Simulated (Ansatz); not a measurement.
From input file to script: Si3N4, space group I-43d in Ansatz 0.2.0.

```yaml
crystal:
  lattice:
    - [-3.23735, 3.23735, 3.23735]
    - [3.23735, -3.23735, 3.23735]
    - [3.23735, 3.23735, -3.23735]
  atoms:
    - { symbol: Si, position: [0.25, 0.125, 0.875] }
    - { symbol: Si, position: [0.875, 0.25, 0.125] }
    - { symbol: Si, position: [0.75, 0.375, 0.625] }
    - { symbol: Si, position: [0.625, 0.75, 0.375] }
    - { symbol: Si, position: [0.125, 0.875, 0.25] }
    - { symbol: Si, position: [0.375, 0.625, 0.75] }
    - { symbol: "N", position: [0.5628, 0.5628, 0.5628] }
    - { symbol: "N", position: [0.4372, 0.5, 0.0] }
    - { symbol: "N", position: [0.5, 0.0, 0.9372] }
    - { symbol: "N", position: [0.0, 0.4372, 0.5] }
    - { symbol: "N", position: [0.9372, 0.5, 0.0] }
    - { symbol: "N", position: [0.0628, 0.0628, 0.0628] }
    - { symbol: "N", position: [0.0, 0.9372, 0.5] }
    - { symbol: "N", position: [0.5, 0.0, 0.4372] }
basis:
  ecutwfc: 300.0
  ecutrho_ratio: 6
kpoints:
  mp_grid: { grid: [4, 4, 4], shift: [0.5, 0.5, 0.5] }
hamiltonian:
  xc: r2scan
scf:
  convergence: { dr2_threshold: 1.0e-08 }
  mixing: { algorithm: msr1, beta: 0.2, ndim: 4 }
  occupations: { method: fixed }
  initial_density: { normalization: cell }
output:
  forces: true
  stress: true
  eigenvalues: true
```

On the command line:
```console
$ ansatz run input.yaml --threads 1 --pin off --max-ram 3072MiB --backend cpu --events-out ev --progress --plain --runs-dir out
Warning: basis.ecutwfc = 300 eV is below the records' recommended 500 eV, and the density's cutoff is lower with it unless basis.ecutrho_ratio is high enough to keep the records' density cutoff: compare with a run at a higher cutoff
Warning: basis.ecutrho_ratio = 6 (ecutrho = 1800 eV) is below the records' recommended 2000 eV
Warning: output.stress: scf.convergence.dr2_threshold = 1e-8 eV is looser than the 1.4e-9 eV advised for a printed stress (1e-10 eV for each atom of the cell: 14). What an SCF threshold leaves in a stress goes as its square root, and in the free energy as the threshold itself, and one threshold admits the most on a small cell: of the crystals measured, under no hybrid functional and no lock of [...]
Engine: ansatz 0.2.0, aarch64-unknown-linux-gnu
Pseudopotentials: kind: paw
Pseudopotential: Si, paw, valence charge 4, recommended cutoff 500 eV (meta_gga), Si.paw.azcp
Pseudopotential: N, paw, valence charge 5, recommended cutoff 500 eV (meta_gga), N.paw.azcp
Functional definition: r2SCAN
  parameter k0 = 0.174
  parameter k1 = 0.065
  parameter a1 = 4.9479
  exchange = r2scan_x(k0 = k0, k1 = k1, a1 = a1)
  correlation = r2scan_c
Crystal: 14 atoms, lattice volume = 135.715 Å³
Basis set: ecut = 300 eV, 1553 PW (Γ), exchange–correlation on 160×160×160 points (64 copies of the dense FFT grid, shifted against one another)
Bands: 46, of which v1, the nominal top of the filled ones, is band 32 counted from 1 (31 counted from 0)
Symmetry: 24 space group operations
Space group: I-43d (ITA 220), of the structure as read, at distance tolerance 5.1e-5 Å
k-points: 6 of 64 (time reversal used)
Non-local potential: Si, projectors of the file, l = 0: 2, l = 1: 2, l = 2: 2
Non-local potential: N, projectors of the file, l = 0: 2, l = 1: 2, l = 2: 1
PAW form: soft (Blöchl's): semilocal exchange-correlation on the pseudo side does not see the compensation charge
PAW frozen core: Si, regenerated for the run's functional (the file was generated under x = pbe(κ = 0.804, μ = 0.2195149727645171), c = pbe(β = 0.06672455060314922))
PAW frozen core: N, regenerated for the run's functional (the file was generated under x = pbe(κ = 0.804, μ = 0.2195149727645171), c = pbe(β = 0.06672455060314922))
PAW one-centre angular grid: Si, 302 points (default); XC on 160 Gauss nodes
PAW one-centre angular grid: N, 302 points (default); XC on 160 Gauss nodes
Initial density: superposition of atomic densities (chi_scale 0.1, normalization cell, long waves kept (reshape's long-wave potential 0.00 eV rms))
Initial wavefunctions: pseudopotential atomic-orbital guess
Functional: x = r2scan, c = r2scan; τ floored in thin density (d = 2e-4 eV/Å³)
SCF iter   1: F=—  HF=-6934.534935 eV  |F-HF|=—  |Δ(HF+E_count)|=         —  Δρ=1.49e-1  dr2=3.22e1  dr2_τ=4.42e0  ethr=3.10e-3  ⟨swp⟩=5.0  Hψ=1047  notcnv=0  defer=60
preconditioner: auto → Resta (q_TF=auto, 2.407 Å⁻¹)  ε∞=3.5  [insulator: Δε(μ)=6.397 eV  Ē_g=16.146 eV  n_scr=42 (ndim 4)  ℏωp=25.5 eV  f_vac=0.000  ε∞_Penn≈3.5]
SCF iter   2: F=—  HF=-6930.025022 eV  |F-HF|=—  |Δ(HF+E_count)|=    4.51e0  Δρ=1.05e-1  dr2=1.56e1  dr2_τ=2.72e-1  ethr=3.10e-3  ⟨swp⟩=2.0  Hψ=532  notcnv=0  defer=66
SCF iter   3: F=—  HF=-6927.197467 eV  |F-HF|=—  |Δ(HF+E_count)|=    2.83e0  Δρ=3.06e-2  dr2=6.32e-1  dr2_τ=3.59e-2  ethr=3.10e-3  ⟨swp⟩=3.0  Hψ=474  notcnv=0  defer=41
automatic band count: iteration 3 solves 41 bands in place of 46: the levels show a gap, and the empty bands left out lie too high to hold charge; the band table lists the bands solved (type scf.n_extra_bands for more)
SCF iter   4: F=—  HF=-6927.334122 eV  |F-HF|=—  |Δ(HF+E_count)|=   1.37e-1  Δρ=5.73e-3  dr2=2.29e-2  dr2_τ=3.21e-3  ethr=9.87e-4  ⟨swp⟩=3.0  Hψ=482  notcnv=0  defer=36
SCF iter   5: F=—  HF=-6927.334537 eV  |F-HF|=—  |Δ(HF+E_count)|=   4.15e-4  Δρ=6.16e-4  dr2=3.22e-4  dr2_τ=1.61e-5  ethr=3.59e-5  ⟨swp⟩=3.0  Hψ=434  notcnv=0  defer=36
automatic band count: iteration 5 solves 40 bands in place of 41: the levels show a gap, and the empty bands left out lie too high to hold charge; the band table lists the bands solved (type scf.n_extra_bands for more)
SCF iter   6: F=—  HF=-6927.334768 eV  |F-HF|=—  |Δ(HF+E_count)|=   2.31e-4  Δρ=7.85e-5  dr2=8.44e-6  dr2_τ=2.90e-7  ethr=5.03e-7  ⟨swp⟩=3.0  Hψ=452  notcnv=0  defer=36
SCF iter   7: F=—  HF=-6927.334769 eV  |F-HF|=—  |Δ(HF+E_count)|=   8.44e-7  Δρ=1.24e-5  dr2=1.24e-7  dr2_τ=6.13e-9  ethr=1.32e-8  ⟨swp⟩=2.7  Hψ=436  notcnv=0  defer=26
SCF iter   8: F=-6927.334769 eV  HF=-6927.334769 eV  |F-HF|=6.68e-10  |Δ(HF+E_count)|=   1.41e-7  Δρ=3.19e-6  dr2=7.66e-9  dr2_τ=1.26e-9  ethr=1.56e-11  ⟨swp⟩=12.8  Hψ=1250  notcnv=0
SCF 1 converged in 8 iterations: F = -6927.334769 eV  dr2 = 7.66e-9
  greatest PAW one-centre occupation: 0.795 electrons in one spin orbital (limit 2), on the N atom at site 10 (counted from 0), in its partial waves of l = 0
SCF converged after 8 iterations
Free energy (F): -6927.334769 eV
Harris-Foulkes:  -6927.334769 eV  (|F-HF|=6.68e-10)
Internal energy: -6927.334769 eV  (E = F + TS)
E sigma→0 (E₀):  -6927.334769 eV
Fermi energy:    8.977925 eV
--- Per-component energies (eV) ---
  E_band       = 104.957100
  E_kinetic    = 1364.898140
  E_local      = -1747.410577  (includes V_loc(G=0)·N_el)
  E_nonlocal   = 484.892824
  E_hartree    = 564.159555
  E_xc         = -806.488326
  E_vxc        = -1006.338248  (∫ρ·V_xc dr)
  E_paw        = -4148.389382  (= ΣΔE_a)
  E_vpaw       = -173.437919  (= ΣTr[D̂ρ^β])
  E_aug_tail   = 0.000683  (compensation charges beyond the density's cutoff)
  E_vtau       = 54.035206  (kinetic-family band-sum trace: ∫τ·v_τ [+ j·A + Jᵃ·Aᵃ] dr)
  E_ewald      = -2638.302572
  E_core_change = -0.695115  (= ΣΔE_core)
  E_smearing   = -0.000000  (= −TS)
  E_closure    = 0.000000  (closes the sum)
  Σ components = -6927.334769   (vs F -6927.334769, Δ=0.00e0)
--- Forces (eV/Å), atoms counted from 1 ---
  atom   1  Si    -0.00000000     0.00000000    -0.00000000
  atom   2  Si     0.00000000     0.00000000     0.00000000
  atom   3  Si    -0.00000000    -0.00000000    -0.00000000
  atom   4  Si     0.00000000    -0.00000000    -0.00000000
  atom   5  Si     0.00000000    -0.00000000    -0.00000000
  atom   6  Si     0.00000000     0.00000000    -0.00000000
  atom   7  N      0.01066811     0.01066811     0.01066811
  atom   8  N      0.01066811    -0.01066811    -0.01066811
  atom   9  N     -0.01066811    -0.01066811     0.01066811
  atom  10  N     -0.01066811     0.01066811    -0.01066811
  atom  11  N      0.01066811    -0.01066811    -0.01066811
  atom  12  N      0.01066811     0.01066811     0.01066811
  atom  13  N     -0.01066811     0.01066811    -0.01066811
  atom  14  N     -0.01066811    -0.01066811     0.01066811
  max |Σ_I F_I| component: 1.01e-16 eV/Å
--- Stress (GPa, compression-positive) ---
       -3.615114       0.000000      -0.000000
       -0.000000      -3.615114       0.000000
        0.000000       0.000000      -3.615114
  P = ⅓ Tr σ = -3.6151 GPa (-36.151 kbar)
--- Band table (eV; the first three rows and the last of 6) ---
  k-point 0: bands = ["-9.5133", "-7.6304", "-7.5422", "-7.5422", "-6.5159", "-6.5159", "-6.4315", "-5.9801", "-0.2708", "-0.2708", "0.7099", "0.9921", "0.9921", "2.7309", "2.7309", "3.4907", "4.0193", "4.0193", "4.1267", "4.9863", "5.1624", "5.1624", "5.2026", "5.8590", "5.8590", "7.0153", "7.0153", "7.2627", "7.7722", "8.7691", "8.9598", "8.9598", "14.1694", "14.1694", "15.4967", "15.5400", "15.5400", "15.6065", "16.3872", "16.7551"]
  k-point 1: bands = ["-8.6696", "-8.6696", "-7.7493", "-7.7493", "-6.3801", "-6.3801", "-6.1686", "-6.1686", "0.1110", "0.1110", "1.1500", "1.1500", "2.3299", "2.3299", "2.6637", "2.6637", "3.6516", "3.6516", "4.1835", "4.1835", "4.9158", "4.9158", "5.7178", "5.7178", "6.3137", "6.3137", "6.9546", "6.9546", "8.0538", "8.0538", "8.9588", "8.9588", "14.9947", "14.9947", "16.1420", "16.1420", "16.2608", "16.2608", "16.8209", "16.8209"]
  k-point 2: bands = ["-9.8166", "-7.2621", "-7.2181", "-7.2181", "-6.8077", "-6.5447", "-6.5447", "-5.9604", "-0.6989", "-0.4598", "0.3270", "0.5179", "0.5179", "2.8106", "3.4110", "3.4110", "4.0397", "4.6531", "4.6531", "4.6650", "4.9818", "5.2652", "5.7369", "5.9901", "5.9901", "7.0702", "7.0702", "7.2363", "8.6242", "8.8124", "8.9271", "8.9271", "13.7814", "13.9985", "14.6800", "14.6800", "14.9050", "15.6376", "16.1556", "16.2267"]
  k-point 5: bands = ["-8.6514", "-7.7540", "-7.6844", "-7.6844", "-7.5752", "-6.8777", "-6.1745", "-6.1745", "0.6641", "1.1117", "1.6648", "1.7217", "1.7217", "2.8042", "3.0290", "3.2694", "3.2694", "3.4814", "4.0178", "4.2269", "4.4699", "4.4699", "5.0171", "5.0171", "6.4458", "6.9512", "6.9512", "7.2584", "7.3931", "7.7417", "8.2557", "8.2557", "14.2304", "14.7677", "15.5326", "15.5326", "15.7095", "16.4878", "17.5358", "17.7393"]
```

`si3n4_scf.py`:
```python
from collections import Counter
import warnings

import ansatz as az
import numpy as np
from pymatgen.core import Structure

params = {
    "tolerance": 1e-08,
    "mixing_beta": 0.2,
    "functional": "r2SCAN",
    "filling": "Fixed",
    "ecut": 300,
}


def main() -> None:
    warnings.simplefilter("ignore", az.DeckWarning)

    si3n4 = (
        az.Lattice.of([-3.23735, 3.23735, 3.23735], [3.23735, -3.23735, 3.23735], [3.23735, 3.23735, -3.23735])
        .atom("Si", [0.25, 0.125, 0.875])
        .atom("Si", [0.875, 0.25, 0.125])
        .atom("Si", [0.75, 0.375, 0.625])
        .atom("Si", [0.625, 0.75, 0.375])
        .atom("Si", [0.125, 0.875, 0.25])
        .atom("Si", [0.375, 0.625, 0.75])
        .atom("N", [0.5628, 0.5628, 0.5628])
        .atom("N", [0.4372, 0.5, 0.0])
        .atom("N", [0.5, 0.0, 0.9372])
        .atom("N", [0.0, 0.4372, 0.5])
        .atom("N", [0.9372, 0.5, 0.0])
        .atom("N", [0.0628, 0.0628, 0.0628])
        .atom("N", [0.0, 0.9372, 0.5])
        .atom("N", [0.5, 0.0, 0.4372])
    )

    job = si3n4.calculation()
    job = job.scf(tolerance=params["tolerance"])
    job = job.mixing("msr1", ndim=4, beta=params["mixing_beta"])
    job = job.functional(params["functional"])
    job = job.kpoints(4, shift=0.5).occupations(params["filling"])
    job = job.initial_density(normalization="cell")
    job = job.basis(params["ecut"], density_ratio=6).band_table()
    job = job.stress().forces()
    history = []
    out = job.session().plan().execute(on_event=lambda event: history.append(event["data"]["dr2_ev"]) if event["event"] == "scf_iter" else None)
    data = out.report
    print("density residual by iteration (eV):", " ".join(f"{value:.1e}" for value in history[:40]))

    for key in ("converged", "n_iterations", "n_electrons", "n_kpoints", "n_pw", "n_symmetry_ops", "free_energy_ev", "fermi_energy_ev"):
        print(f"{key:18s} {data[key]}")

    print("band  energy (eV)  occupation, at k =", data["kpoints_frac"][0])
    for band, (e, occ) in enumerate(zip(data["eigenvalues_ev"][0], data["occupations"][0]), start=1):
        print(f"{band:4d} {e:12.4f} {occ:9.4f}")

    final = Structure(out.lattice.cell_ang, [s.symbol for s in out.lattice.sites], [s.position_frac for s in out.lattice.sites])
    shortest = {}
    for site, neighbours in zip(final, final.get_all_neighbors(5.0)):
        for other in neighbours:
            pair = "-".join(sorted((site.specie.symbol, other.specie.symbol)))
            shortest[pair] = min(shortest.get(pair, 9e9), other.nn_distance)
    for pair, distance in sorted(shortest.items(), key=lambda item: item[1]):
        print(f"shortest {pair:6s} {distance:.4f} A")

    principal = np.linalg.eigvalsh(np.array(data["stress_gpa"]))
    mises = np.sqrt(0.5 * sum((principal[i] - principal[i - 1]) ** 2 for i in range(3)))
    print("principal stresses (GPa, compression positive):", np.round(principal, 3))
    print(f"mean {principal.mean():.3f} GPa, von Mises {mises:.3f} GPa, PV = {principal.mean() * data['setup']['cell_volume_ang3'] / 160.21766:.4f} eV")

    print("pressure by term (GPa)")
    for term, tensor in data["stress_terms_gpa"].items():
        if np.any(tensor):
            print(f"  {term:28s} {np.trace(np.array(tensor)) / 3:12.3f}")
    print(f"  {'total':28s} {np.trace(np.array(data['stress_gpa'])) / 3:12.3f}")

    if out.unlabelled_reasons:
        print("not a label:", out.unlabelled_reasons)
    else:
        print(out.training_frame().splitlines()[0], "atoms in the frame")


if __name__ == "__main__":
    main()
```

Output of `python si3n4_scf.py`:
```text
density residual by iteration (eV): 3.2e+01 1.6e+01 6.3e-01 2.3e-02 3.2e-04 8.4e-06 1.2e-07 7.7e-09
converged          True
n_iterations       8
n_electrons        64.0
n_kpoints          6
n_pw               1553
n_symmetry_ops     24
free_energy_ev     -6927.3347691644085
fermi_energy_ev    8.977925391032892
band  energy (eV)  occupation, at k = [0.125, 0.125, 0.125]
   1      -9.5133    2.0000
   2      -7.6304    2.0000
   3      -7.5422    2.0000
   4      -7.5422    2.0000
   5      -6.5159    2.0000
   6      -6.5159    2.0000
   7      -6.4315    2.0000
   8      -5.9801    2.0000
   9      -0.2708    2.0000
  10      -0.2708    2.0000
  11       0.7099    2.0000
  12       0.9921    2.0000
  13       0.9921    2.0000
  14       2.7309    2.0000
  15       2.7309    2.0000
  16       3.4907    2.0000
  17       4.0193    2.0000
  18       4.0193    2.0000
  19       4.1267    2.0000
  20       4.9863    2.0000
  21       5.1624    2.0000
  22       5.1624    2.0000
  23       5.2026    2.0000
  24       5.8590    2.0000
  25       5.8590    2.0000
  26       7.0153    2.0000
  27       7.0153    2.0000
  28       7.2627    2.0000
  29       7.7722    2.0000
  30       8.7691    2.0000
  31       8.9598    2.0000
  32       8.9598    2.0000
  33      14.1694    0.0000
  34      14.1694    0.0000
  35      15.4967    0.0000
  36      15.5400    0.0000
  37      15.5400    0.0000
  38      15.6065    0.0000
  39      16.3872    0.0000
  40      16.7551    0.0000
shortest N-Si   1.7522 A
shortest N-N    2.8036 A
shortest Si-Si  3.0283 A
principal stresses (GPa, compression positive): [-3.615 -3.615 -3.615]
mean -3.615 GPa, von Mises 0.000 GPa, PV = -3.0622 eV
pressure by term (GPa)
  kinetic                          1074.213
  hartree                           222.005
  ewald                           -1038.209
  local_pseudopotential            -215.327
  nonlocal_pseudopotential          151.350
  augmentation                       62.355
  nlcc                             -131.756
  xc                               -142.787
  augmentation_tail                  -0.004
  scf_correction                     -0.001
  pulay_correction                   14.546
  total                              -3.615
14 atoms in the frame
```

Reading the output:
- These settings explore the input space; cutoff and mesh may be short of convergence.
- The cutoff lies under the one recommended for these potentials.
- Under the recommended cutoff a pressure can be off by several GPa, even in sign.
- The Fermi level of a run with fixed occupations marks the highest occupied state on its mesh, not mid-gap.
- Only differences from the Fermi energy are physical; the zero of the scale is a convention.
- The program warned that this SCF threshold is loose for forces or stresses.
- The starting cell is as deposited in a crystallographic database; the results hold for this polymorph, which needn't be the stable one.
- Gaps and levels are Kohn-Sham values on a finite set of k-points.
- The script silences the warnings on its input, which a real study should read.
- Timing: 7.4 s on 1 thread of Arm Neoverse V1 (shared host), peak memory 0.62 GiB.

(Lines on the test bed's own set-up are left out of the output.)
